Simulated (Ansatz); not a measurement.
Run this with the Ansatz DFT code, driven from Python and show what comes out.

`na4mgcu2o4.py`:
```python
'''What the engine would do for Na4MgCu2O4, without solving.'''

from dataclasses import replace

import ansatz as az

TOLERANCE = 1e-09
MAX_SCF = 150
OCCUPATIONS = 'fixed'
MESH = (4, 4, 2)

xtal = (
    az.Lattice.of((6.832, -1.73744, 0.0), (6.832, 1.73744, 0.0), (-0.34416, 0.0, 7.40489))
    .atom('Na', (0.79648, 0.79648, 0.63193))
    .atom('Na', (0.59564, 0.59564, 0.83839))
    .atom('Na', (0.15517, 0.15517, 0.29216))
    .atom('Na', (0.38616, 0.38616, 0.32292))
    .atom('Mg', (0.77457, 0.77457, 0.04275))
    .atom('Cu', (0.9795, 0.9795, 0.06175))
    .atom('Cu', (0.00658, 0.00658, 0.57012))
    .atom('O', (0.76967, 0.76967, 0.30715))
    .atom('O', (0.50363, 0.50363, 0.09361))
    .atom('O', (0.48397, 0.48397, 0.5879))
    .atom('O', (0.23614, 0.23614, 0.9139))
)

job = (
    xtal.calculation()
    .functional(az.Functional.LDA)
    .scf(tolerance=TOLERANCE, max_iterations=MAX_SCF)
    .eigensolver('davidson')
    .occupations(OCCUPATIONS)  # no smearing
    .accuracy('medium')  # preset for grids and thresholds
    .pseudopotentials('nc')
    .kpoints(*MESH)
)
for repeats in [(1, 1, 1), (2, 1, 1), (2, 2, 1)]:
    told = replace(job, crystal=xtal.supercell(*repeats)).session().plan(dry_run=True).describe()
    print(repeats, 'bands', told.n_bands, 'plane waves', tuple(told.n_pw_range), 'k-points', len(told.kweights), 'grid', tuple(told.fft_dense), 'symmetry operations', told.n_sym_ops)
```

`python na4mgcu2o4.py` gives:
```text
DeckWarning: basis.ecutwfc = 1251.723767 eV, auto-derived from the records' recommended cutoffs: set by Cu (normal level)
(1, 1, 1) bands 65 plane waves (17626, 17710) k-points 14 grid (45, 90, 90) symmetry operations 2
(2, 1, 1) bands 130 plane waves (35330, 35394) k-points 20 grid (81, 90, 90) symmetry operations 2
(2, 2, 1) bands 260 plane waves (70616, 70764) k-points 14 grid (81, 180, 90) symmetry operations 8
```
(Warnings from the package without file and line, repeats left out.)

The structure comes from a database and needn't be a stable phase.
